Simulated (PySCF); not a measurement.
# C3H4BBr: NMR shieldings, spin-spin couplings, relativistic core levels

Wanted: NMR shieldings, spin-spin couplings, relativistic core levels for C3H4BBr (`C#CCBBr`).

Programs: PySCF 2.14.0, with routines of our own; each step states its level. All values are computed. Atoms count from 0.

### Step 1. The starting structure

9 atoms, charge 0, multiplicity 1; geometry from: GFN2-xTB.

### Step 2. NMR shieldings: PBE/pcJ-1 Br:dyall-v2z, spin–orbit

Job settings and geometry (Å):

```
{"job": {"kind": "hnmr", "xc": "PBE", "basis": {"default": "pcJ-1", "Br": "dyall-v2z"}, "rel": "so"}, "charge": 0, "multiplicity": 1}
C      2.149233    -0.488280     0.527701
C      0.969066    -0.470675     0.333286
C     -0.459612    -0.432021     0.091002
B     -1.000828     0.919452    -0.516536
Br    -2.822514     1.075747    -0.878688
H      3.182961    -0.513457     0.700986
H     -0.975369    -0.649017     1.036573
H     -0.720420    -1.270719    -0.568928
H     -0.308955     1.834963    -0.750577
```

With the program's defaults for keys left out, this is: PBE/pcJ-1 Br:dyall-v2z GIAO NMR shielding, X2C with spin-orbit coupling, screened-nuclear two-electron part, Gaussian nuclei, gas phase.

The run is started by

```
$ OMP_NUM_THREADS=1 python heavy_run.py task.json out
```

One launch serves the whole session: the jobs run in the order shown.

Log:

```text
spin-free SCF
coarse grid: 37944 points
cycle   1  E = -2747.2888884530  dE =  3.571e-01  |g| = 5.491e-01  |ddm| = 2.912e+00
cycle   2  E = -2747.2589788383  dE =  2.991e-02  |g| = 5.857e-01  |ddm| = 1.038e+00
cycle   3  E = -2747.3490619073  dE = -9.008e-02  |g| = 9.681e-02  |ddm| = 6.861e-01
cycle   4  E = -2747.3501301458  dE = -1.068e-03  |g| = 8.293e-02  |ddm| = 1.827e-01
cycle   5  E = -2747.3516326039  dE = -1.502e-03  |g| = 2.658e-02  |ddm| = 7.289e-02
cycle   6  E = -2747.3517579892  dE = -1.254e-04  |g| = 1.584e-02  |ddm| = 3.231e-02
cycle   7  E = -2747.3518143682  dE = -5.638e-05  |g| = 1.335e-03  |ddm| = 1.192e-02
cycle   8  E = -2747.3518147257  dE = -3.575e-07  |g| = 6.452e-04  |ddm| = 1.931e-03
final grid: 79400 points
cycle   9  E = -2747.3520133514  dE =  1.068e-07  |g| = 1.422e-03  |ddm| = 2.412e-03
cycle  10  E = -2747.3520123671  dE =  9.844e-07  |g| = 2.042e-03  |ddm| = 3.448e-03
cycle  11  E = -2747.3520135847  dE = -1.218e-06  |g| = 6.767e-04  |ddm| = 2.802e-03
cycle  12  E = -2747.3520136129  dE = -2.821e-08  |g| = 5.606e-04  |ddm| = 7.338e-04
cycle  13  E = -2747.3520136870  dE = -7.412e-08  |g| = 1.561e-04  |ddm| = 4.297e-04
cycle  14  E = -2747.3520136909  dE = -3.948e-09  |g| = 3.891e-06  |ddm| = 8.929e-05
converged SCF energy = -2747.3520136909
two-component SCF
cycle   1  E = -2747.2850949905  dE = -2.747e+03  |FDS-SDF| = 2.196e+01
cycle   2  E = -2747.4301979234  dE = -1.451e-01  |FDS-SDF| = 7.893e-03
cycle   3  E = -2747.4301979700  dE = -4.664e-08  |FDS-SDF| = 2.555e-03
cycle   4  E = -2747.4301979974  dE = -2.738e-08  |FDS-SDF| = 1.584e-03
cycle   5  E = -2747.4301980829  dE = -8.546e-08  |FDS-SDF| = 6.649e-04
cycle   6  E = -2747.4301981960  dE = -1.132e-07  |FDS-SDF| = 8.531e-05
cycle   7  E = -2747.4301981972  dE = -1.129e-09  |FDS-SDF| = 4.687e-05
converged, E = -2747.4301981972

Field gradients (au) and densities at the nuclei (bohr^-3)
atom        Vxx        Vyy        Vzz        centre      nuclear mean
  0 C      0.0890     0.1100    -0.1990        126.317        126.315
  1 C      0.1106     0.1188    -0.2295        126.353        126.350
  2 C      0.0214     0.1211    -0.1425        125.997        125.995
  3 B     -0.0861    -0.3685     0.4546         71.168         71.167
  4 Br     0.0379     3.7633    -3.8012      40851.667      40791.734
  5 H     -0.1944    -0.1957     0.3902          0.477          0.477
  6 H     -0.1384    -0.1502     0.2885          0.469          0.469
  7 H     -0.1384    -0.1503     0.2886          0.469          0.469
  8 H     -0.1091    -0.1218     0.2310          0.476          0.476
without picture change
  4 Br                          -3.9277                     66306.051

Core orbital energies (eV)
atom   shell        mean    spread
  4 Br 1s       -13301.226   0.000
  4 Br 2s        -1730.488   0.000
  4 Br 3s         -237.171   0.000
  4 Br 4s          -20.527   0.000
  4 Br 2p1/2     -1557.939   0.000
  4 Br 2p3/2     -1510.926   0.045
  4 Br 3p1/2      -177.269   0.000
  4 Br 3p3/2      -170.466   0.153
  4 Br 3d3/2       -66.659   0.165
  4 Br 3d5/2       -65.609   0.218

vertical triplet (scalar unrestricted SCF): 4.043 eV

Shielding tensors (ppm)
atom      isotropic    diamagn.    paramagn.     s11        s22        s33       span
  0 C       114.39      261.27     -146.88      40.57      44.23     258.38     217.80
  1 C        96.99      249.75     -152.75      -6.65       4.40     293.23     299.88
  2 C       154.99      252.72      -97.73     130.15     158.99     175.81      45.65
  3 B        16.29      189.25     -172.96     -41.76     -18.84     109.47     151.23
  4 Br     2196.64     2987.33     -790.69    1469.01    2076.93    3043.99    1574.98
  5 H        30.48       32.64       -2.16      25.29      25.48      40.67      15.39
  6 H        29.37       29.25        0.12      23.19      31.40      33.54      10.35
  7 H        29.36       29.26        0.09      23.17      31.37      33.53      10.36
  8 H        22.39       27.92       -5.53      18.63      23.77      24.77       6.14
```

Run time: 35 s. Hardware: 1 thread of Intel Xeon 6975P-C, shared host; peak memory 0.99 GiB.

Key values:

| quantity | value |
| --- | --- |
| energy from spin-orbit coupling | -0.0782 Eh |

Orbitals, density, ELF and potential are computed afterwards from the orbital file.

Frontier orbitals at PBE/dyall-v2z+pcJ-1, with the share of their density that lies nearest to each atom:

| orbital | energy (eV) | lies on |
| --- | --- | --- |
| HOMO | -6.41 | C0 39 %; C1 30 %; Br4 9 % |
| LUMO | -2.63 | B3 58 %; Br4 15 %; H8 14 % |

ELF in a plane through or near 7 of the atoms.

Ten even steps from '0' (0.00) to '9' (1.00):
```
0000000000000000000000000000
0000000000000000000000000000
0000000000000000000000000000
0000000000000026750000000000
0000000000000189993000000000
0000000012100199995014531000
0000266445420089994157763000
0000899866762038745578885100
0003999946875134656622586200
0002999853736679227456275200
0000588736576727855634375100
0000024678748672512777873000
0000002467655556300588752000
0000001244311365200266530000
0000000011000122100022100000
0000000000000000000000000000
0000000000000000000000000000
0000000000000000000000000000
0000000000000000000000000000
0000000000000000000000000000
```
The map spans 11.7 Å across and 8.7 Å up, centred on the molecule. Atoms in the plane (x, y in Å): C0 (-2.3, 0.2), C1 (-1.1, -0.2), C2 (0.3, -0.6), B3 (1.3, 0.6), Br4 (3.1, 0.2), H5 (-3.3, 0.5), H8 (1.0, 1.7).

On the surface of density 0.002 e/bohr³ the electrostatic potential runs, from the 1st to the 99th percentile, from -0.81 V near C0 to 1.32 V near H5.

### Step 3. Spin-spin couplings: PBE/pcJ-1 Br:dyall-v2z, spin–orbit

The job, as its differences from that of step 2:

```diff
@@ -1,2 +1,2 @@
-{"job": {"kind": "hnmr", "xc": "PBE", "basis": {"default": "pcJ-1", "Br": "dyall-v2z"}, "rel": "so"}, "charge": 0, "multiplicity": 1}
+{"job": {"kind": "hj", "xc": "PBE", "basis": {"default": "pcJ-1", "Br": "dyall-v2z"}, "rel": "so", "atoms": [4]}, "charge": 0, "multiplicity": 1}
 C      2.149233    -0.488280     0.527701
```

Level: PBE/pcJ-1 Br:dyall-v2z indirect spin-spin coupling, X2C with spin-orbit coupling, screened-nuclear two-electron part, Gaussian nuclei, gas phase.

Log:

```text
spin-free SCF
coarse grid: 37944 points
cycle   1  E = -2747.2888884530  dE =  3.571e-01  |g| = 5.491e-01  |ddm| = 2.912e+00
cycle   2  E = -2747.2589788383  dE =  2.991e-02  |g| = 5.857e-01  |ddm| = 1.038e+00
cycle   3  E = -2747.3490619073  dE = -9.008e-02  |g| = 9.681e-02  |ddm| = 6.861e-01
cycle   4  E = -2747.3501301458  dE = -1.068e-03  |g| = 8.293e-02  |ddm| = 1.827e-01
cycle   5  E = -2747.3516326039  dE = -1.502e-03  |g| = 2.658e-02  |ddm| = 7.289e-02
cycle   6  E = -2747.3517579892  dE = -1.254e-04  |g| = 1.584e-02  |ddm| = 3.231e-02
cycle   7  E = -2747.3518143682  dE = -5.638e-05  |g| = 1.335e-03  |ddm| = 1.192e-02
cycle   8  E = -2747.3518147257  dE = -3.575e-07  |g| = 6.452e-04  |ddm| = 1.931e-03
final grid: 79400 points
cycle   9  E = -2747.3520133514  dE =  1.068e-07  |g| = 1.422e-03  |ddm| = 2.412e-03
cycle  10  E = -2747.3520123671  dE =  9.844e-07  |g| = 2.042e-03  |ddm| = 3.448e-03
cycle  11  E = -2747.3520135847  dE = -1.218e-06  |g| = 6.767e-04  |ddm| = 2.802e-03
cycle  12  E = -2747.3520136129  dE = -2.821e-08  |g| = 5.606e-04  |ddm| = 7.338e-04
cycle  13  E = -2747.3520136870  dE = -7.412e-08  |g| = 1.561e-04  |ddm| = 4.297e-04
cycle  14  E = -2747.3520136909  dE = -3.948e-09  |g| = 3.891e-06  |ddm| = 8.929e-05
converged SCF energy = -2747.3520136909
two-component SCF
cycle   1  E = -2747.2850949905  dE = -2.747e+03  |FDS-SDF| = 2.196e+01
cycle   2  E = -2747.4301979234  dE = -1.451e-01  |FDS-SDF| = 7.893e-03
cycle   3  E = -2747.4301979700  dE = -4.664e-08  |FDS-SDF| = 2.555e-03
cycle   4  E = -2747.4301979974  dE = -2.738e-08  |FDS-SDF| = 1.584e-03
cycle   5  E = -2747.4301980829  dE = -8.546e-08  |FDS-SDF| = 6.649e-04
cycle   6  E = -2747.4301981960  dE = -1.132e-07  |FDS-SDF| = 8.531e-05
cycle   7  E = -2747.4301981972  dE = -1.129e-09  |FDS-SDF| = 4.687e-05
converged, E = -2747.4301981972

Indirect spin-spin couplings
  i        j     bonds      J/Hz   K/1e19 T2/J   anisotropy/Hz
  4  79Br   0  13C    4        1.28        1.69        -4.1
  4  79Br   1  13C    3       10.13       13.34        18.8
  4  79Br   2  13C    2        2.00        2.64        49.8
  4  79Br   3  11B    1     -196.32     -202.59      -222.5
  4  79Br   5   1H    5       -0.15       -0.05         1.0
  4  79Br   6   1H    3       -0.15       -0.05        24.8
  4  79Br   7   1H    3       -0.03       -0.01        24.6
  4  79Br   8   1H    2       33.73       11.17        38.3
```

It took 18 s on 1 thread of Intel Xeon 6975P-C, shared host; peak memory 0.86 GiB.

Key values:

| quantity | value |
| --- | --- |
| energy from spin-orbit coupling | -0.0782 Eh |

### Step 4. Relativistic core levels: PBE/pcJ-1 Br:dyall-v2z, spin–orbit

The job, as its differences from that of step 3:

```diff
@@ -1,2 +1,2 @@
-{"job": {"kind": "hj", "xc": "PBE", "basis": {"default": "pcJ-1", "Br": "dyall-v2z"}, "rel": "so", "atoms": [4]}, "charge": 0, "multiplicity": 1}
+{"job": {"kind": "hxps", "xc": "PBE", "basis": {"default": "pcJ-1", "Br": "dyall-v2z"}, "rel": "so", "holes": [[4, "3d"]]}, "charge": 0, "multiplicity": 1}
 C      2.149233    -0.488280     0.527701
```

With the program's defaults for keys left out, this is: PBE/pcJ-1 Br:dyall-v2z core ionisation, delta-SCF with one localised hole, X2C with spin-orbit coupling, screened-nuclear two-electron part, Gaussian nuclei, gas phase.

Log:

```text
spin-free SCF
coarse grid: 37944 points
cycle   1  E = -2747.2888884530  dE =  3.571e-01  |g| = 5.491e-01  |ddm| = 2.912e+00
cycle   2  E = -2747.2589788383  dE =  2.991e-02  |g| = 5.857e-01  |ddm| = 1.038e+00
cycle   3  E = -2747.3490619073  dE = -9.008e-02  |g| = 9.681e-02  |ddm| = 6.861e-01
cycle   4  E = -2747.3501301458  dE = -1.068e-03  |g| = 8.293e-02  |ddm| = 1.827e-01
cycle   5  E = -2747.3516326039  dE = -1.502e-03  |g| = 2.658e-02  |ddm| = 7.289e-02
cycle   6  E = -2747.3517579892  dE = -1.254e-04  |g| = 1.584e-02  |ddm| = 3.231e-02
cycle   7  E = -2747.3518143682  dE = -5.638e-05  |g| = 1.335e-03  |ddm| = 1.192e-02
cycle   8  E = -2747.3518147257  dE = -3.575e-07  |g| = 6.452e-04  |ddm| = 1.931e-03
final grid: 79400 points
cycle   9  E = -2747.3520133514  dE =  1.068e-07  |g| = 1.422e-03  |ddm| = 2.412e-03
cycle  10  E = -2747.3520123671  dE =  9.844e-07  |g| = 2.042e-03  |ddm| = 3.448e-03
cycle  11  E = -2747.3520135847  dE = -1.218e-06  |g| = 6.767e-04  |ddm| = 2.802e-03
cycle  12  E = -2747.3520136129  dE = -2.821e-08  |g| = 5.606e-04  |ddm| = 7.338e-04
cycle  13  E = -2747.3520136870  dE = -7.412e-08  |g| = 1.561e-04  |ddm| = 4.297e-04
cycle  14  E = -2747.3520136909  dE = -3.948e-09  |g| = 3.891e-06  |ddm| = 8.929e-05
converged SCF energy = -2747.3520136909
two-component SCF
cycle   1  E = -2747.2850949905  dE = -2.747e+03  |FDS-SDF| = 2.196e+01
cycle   2  E = -2747.4301979234  dE = -1.451e-01  |FDS-SDF| = 7.893e-03
cycle   3  E = -2747.4301979700  dE = -4.664e-08  |FDS-SDF| = 2.555e-03
cycle   4  E = -2747.4301979974  dE = -2.738e-08  |FDS-SDF| = 1.584e-03
cycle   5  E = -2747.4301980829  dE = -8.546e-08  |FDS-SDF| = 6.649e-04
cycle   6  E = -2747.4301981960  dE = -1.132e-07  |FDS-SDF| = 8.531e-05
cycle   7  E = -2747.4301981972  dE = -1.129e-09  |FDS-SDF| = 4.687e-05
converged, E = -2747.4301981972

Field gradients (au) and densities at the nuclei (bohr^-3)
atom        Vxx        Vyy        Vzz        centre      nuclear mean
  0 C      0.0890     0.1100    -0.1990        126.317        126.315
  1 C      0.1106     0.1188    -0.2295        126.353        126.350
  2 C      0.0214     0.1211    -0.1425        125.997        125.995
  3 B     -0.0861    -0.3685     0.4546         71.168         71.167
  4 Br     0.0379     3.7633    -3.8012      40851.667      40791.734
  5 H     -0.1944    -0.1957     0.3902          0.477          0.477
  6 H     -0.1384    -0.1502     0.2885          0.469          0.469
  7 H     -0.1384    -0.1503     0.2886          0.469          0.469
  8 H     -0.1091    -0.1218     0.2310          0.476          0.476
without picture change
  4 Br                          -3.9277                     66306.051

Core orbital energies (eV)
atom   shell        mean    spread
  4 Br 1s       -13301.226   0.000
  4 Br 2s        -1730.488   0.000
  4 Br 3s         -237.171   0.000
  4 Br 4s          -20.527   0.000
  4 Br 2p1/2     -1557.939   0.000
  4 Br 2p3/2     -1510.926   0.045
  4 Br 3p1/2      -177.269   0.000
  4 Br 3p3/2      -170.466   0.153
  4 Br 3d3/2       -66.659   0.165
  4 Br 3d5/2       -65.609   0.218

hole in 3d5/2 of atom 4
cycle   1  E = -2744.2588089919  dE = -2.744e+03  |FDS-SDF| = 2.211e+00
cycle   2  E = -2743.7240866641  dE =  5.347e-01  |FDS-SDF| = 2.957e+00
cycle   3  E = -2744.5566959986  dE = -8.326e-01  |FDS-SDF| = 4.863e-01
cycle   4  E = -2744.5200238696  dE =  3.667e-02  |FDS-SDF| = 5.302e-01
cycle   5  E = -2744.6161151274  dE = -9.609e-02  |FDS-SDF| = 1.527e-01
cycle   6  E = -2744.6200655232  dE = -3.950e-03  |FDS-SDF| = 1.258e-01
cycle   7  E = -2744.6235823253  dE = -3.517e-03  |FDS-SDF| = 4.245e-02
cycle   8  E = -2744.6240855227  dE = -5.032e-04  |FDS-SDF| = 7.683e-03
cycle   9  E = -2744.6241016261  dE = -1.610e-05  |FDS-SDF| = 1.536e-03
cycle  10  E = -2744.6241020924  dE = -4.663e-07  |FDS-SDF| = 5.866e-04
cycle  11  E = -2744.6241021856  dE = -9.317e-08  |FDS-SDF| = 1.998e-04
converged, E = -2744.6241021856

Core binding energies (eV)
atom   line    delta-SCF   -orbital   splitting
  4 Br 3d5/2      76.353      65.61      1.05
```

Run time: 20 s. Hardware: 1 thread of Intel Xeon 6975P-C, shared host; peak memory 0.86 GiB.

Key values:

| quantity | value |
| --- | --- |
| energy from spin-orbit coupling | -0.0782 Eh |

### Step 5. NMR shieldings: PBE/pcJ-1 Br:dyall-v2z, non-relativistic

The job, as its differences from that of step 4:

```diff
@@ -1,2 +1,2 @@
-{"job": {"kind": "hxps", "xc": "PBE", "basis": {"default": "pcJ-1", "Br": "dyall-v2z"}, "rel": "so", "holes": [[4, "3d"]]}, "charge": 0, "multiplicity": 1}
+{"job": {"kind": "hnmr", "xc": "PBE", "basis": {"default": "pcJ-1", "Br": "dyall-v2z"}, "rel": "nr"}, "charge": 0, "multiplicity": 1}
 C      2.149233    -0.488280     0.527701
```

Level: PBE/pcJ-1 Br:dyall-v2z GIAO NMR shielding, non-relativistic, Gaussian nuclei, gas phase.

Log:

```text
non-relativistic SCF
coarse grid: 37944 points
cycle   1  E = -2715.0208854757  dE = -2.091e+01  |g| = 2.645e+00  |ddm| = 2.976e+00
cycle   2  E = -2714.9685140571  dE =  5.237e-02  |g| = 1.341e+00  |ddm| = 1.152e+00
cycle   3  E = -2715.0289939671  dE = -6.048e-02  |g| = 7.989e-01  |ddm| = 1.280e+00
cycle   4  E = -2715.1074251272  dE = -7.843e-02  |g| = 2.114e-01  |ddm| = 8.456e-01
cycle   5  E = -2715.1211110023  dE = -1.369e-02  |g| = 4.553e-02  |ddm| = 2.890e-01
cycle   6  E = -2715.1213788860  dE = -2.679e-04  |g| = 3.514e-02  |ddm| = 6.291e-02
cycle   7  E = -2715.1216479185  dE = -2.690e-04  |g| = 1.386e-02  |ddm| = 2.979e-02
cycle   8  E = -2715.1216975119  dE = -4.959e-05  |g| = 4.260e-04  |ddm| = 1.193e-02
cycle   9  E = -2715.1216975553  dE = -4.342e-08  |g| = 1.607e-04  |ddm| = 7.828e-04
final grid: 79400 points
cycle  10  E = -2715.1216947833  dE = -2.075e-08  |g| = 2.169e-04  |ddm| = 1.405e-03
cycle  11  E = -2715.1216947754  dE =  7.874e-09  |g| = 3.078e-04  |ddm| = 5.381e-04
cycle  12  E = -2715.1216947891  dE = -1.368e-08  |g| = 1.075e-04  |ddm| = 2.934e-04
cycle  13  E = -2715.1216947918  dE = -2.745e-09  |g| = 2.610e-05  |ddm| = 8.337e-05
converged SCF energy = -2715.1216947918
check of the scalar solution
cycle   1  E = -2715.1216947918  dE = -2.715e+03  |FDS-SDF| = 2.610e-05
cycle   2  E = -2715.1216947906  dE =  1.278e-09  |FDS-SDF| = 7.577e-05
converged, E = -2715.1216947906

Field gradients (au) and densities at the nuclei (bohr^-3)
atom        Vxx        Vyy        Vzz        centre      nuclear mean
  0 C      0.0892     0.1103    -0.1995        125.737        125.734
  1 C      0.1107     0.1189    -0.2296        125.772        125.769
  2 C      0.0218     0.1200    -0.1418        125.418        125.415
  3 B     -0.0876    -0.3684     0.4560         70.943         70.942
  4 Br     0.0561     3.5138    -3.5699      29280.808      29256.970
  5 H     -0.1945    -0.1959     0.3904          0.477          0.477
  6 H     -0.1384    -0.1503     0.2887          0.469          0.469
  7 H     -0.1385    -0.1503     0.2888          0.469          0.469
  8 H     -0.1091    -0.1218     0.2309          0.476          0.476

Core orbital energies (eV)
atom   shell        mean    spread
  4 Br 1s       -13086.837   0.000
  4 Br 2s        -1680.796   0.000
  4 Br 3s         -228.966   0.000
  4 Br 4s          -19.902   0.000
  4 Br 2p        -1515.005   0.077
  4 Br 3p         -170.986   0.260
  4 Br 3d          -67.671   0.236

Shielding tensors (ppm)
atom      isotropic    diamagn.    paramagn.     s11        s22        s33       span
  0 C       113.29      262.28     -148.99      39.45      43.22     257.20     217.75
  1 C        96.69      250.71     -154.02      -6.38       4.34     292.10     298.48
  2 C       156.13      253.60      -97.47     135.84     155.93     176.62      40.78
  3 B         7.74      189.43     -181.68     -48.87     -27.62      99.72     148.59
  4 Br     1908.21     3123.47    -1215.25    1158.02    1816.84    2749.79    1591.77
  5 H        30.49       32.68       -2.20      25.29      25.48      40.68      15.38
  6 H        29.00       29.28       -0.27      22.96      30.99      33.06      10.10
  7 H        29.00       29.29       -0.29      22.96      30.98      33.05      10.09
  8 H        23.72       27.89       -4.17      20.11      23.47      27.58       7.47
```

It took 10 s on 1 thread of Intel Xeon 6975P-C, shared host; peak memory 0.88 GiB.

### Step 6. Spin-spin couplings: PBE/pcJ-1 Br:dyall-v2z, non-relativistic

The job, as its differences from that of step 5:

```diff
@@ -1,2 +1,2 @@
-{"job": {"kind": "hnmr", "xc": "PBE", "basis": {"default": "pcJ-1", "Br": "dyall-v2z"}, "rel": "nr"}, "charge": 0, "multiplicity": 1}
+{"job": {"kind": "hj", "xc": "PBE", "basis": {"default": "pcJ-1", "Br": "dyall-v2z"}, "rel": "nr", "atoms": [4]}, "charge": 0, "multiplicity": 1}
 C      2.149233    -0.488280     0.527701
```

Method: PBE/pcJ-1 Br:dyall-v2z indirect spin-spin coupling, non-relativistic, Gaussian nuclei, gas phase.

Log:

```text
non-relativistic SCF
coarse grid: 37944 points
cycle   1  E = -2715.0208854757  dE = -2.091e+01  |g| = 2.645e+00  |ddm| = 2.976e+00
cycle   2  E = -2714.9685140571  dE =  5.237e-02  |g| = 1.341e+00  |ddm| = 1.152e+00
cycle   3  E = -2715.0289939671  dE = -6.048e-02  |g| = 7.989e-01  |ddm| = 1.280e+00
cycle   4  E = -2715.1074251272  dE = -7.843e-02  |g| = 2.114e-01  |ddm| = 8.456e-01
cycle   5  E = -2715.1211110023  dE = -1.369e-02  |g| = 4.553e-02  |ddm| = 2.890e-01
cycle   6  E = -2715.1213788860  dE = -2.679e-04  |g| = 3.514e-02  |ddm| = 6.291e-02
cycle   7  E = -2715.1216479185  dE = -2.690e-04  |g| = 1.386e-02  |ddm| = 2.979e-02
cycle   8  E = -2715.1216975119  dE = -4.959e-05  |g| = 4.260e-04  |ddm| = 1.193e-02
cycle   9  E = -2715.1216975553  dE = -4.342e-08  |g| = 1.607e-04  |ddm| = 7.828e-04
final grid: 79400 points
cycle  10  E = -2715.1216947833  dE = -2.075e-08  |g| = 2.169e-04  |ddm| = 1.405e-03
cycle  11  E = -2715.1216947754  dE =  7.874e-09  |g| = 3.078e-04  |ddm| = 5.381e-04
cycle  12  E = -2715.1216947891  dE = -1.368e-08  |g| = 1.075e-04  |ddm| = 2.934e-04
cycle  13  E = -2715.1216947918  dE = -2.745e-09  |g| = 2.610e-05  |ddm| = 8.337e-05
converged SCF energy = -2715.1216947918
two-component SCF
cycle   1  E = -2715.1216947918  dE = -2.715e+03  |FDS-SDF| = 2.610e-05
cycle   2  E = -2715.1216947906  dE =  1.273e-09  |FDS-SDF| = 7.577e-05
converged, E = -2715.1216947906

Indirect spin-spin couplings
  i        j     bonds      J/Hz   K/1e19 T2/J   anisotropy/Hz
  4  79Br   0  13C    4        1.28        1.68        -3.9
  4  79Br   1  13C    3       10.02       13.19        17.3
  4  79Br   2  13C    2        3.55        4.68        44.5
  4  79Br   3  11B    1     -174.77     -180.34      -217.3
  4  79Br   5   1H    5       -0.14       -0.04         1.0
  4  79Br   6   1H    3       -0.37       -0.12        25.2
  4  79Br   7   1H    3       -0.25       -0.08        25.0
  4  79Br   8   1H    2       32.06       10.62        33.4
```

Wall time 9.1 s (1 thread of Intel Xeon 6975P-C, shared host); peak memory 0.75 GiB.

[end of part 1 of 2]
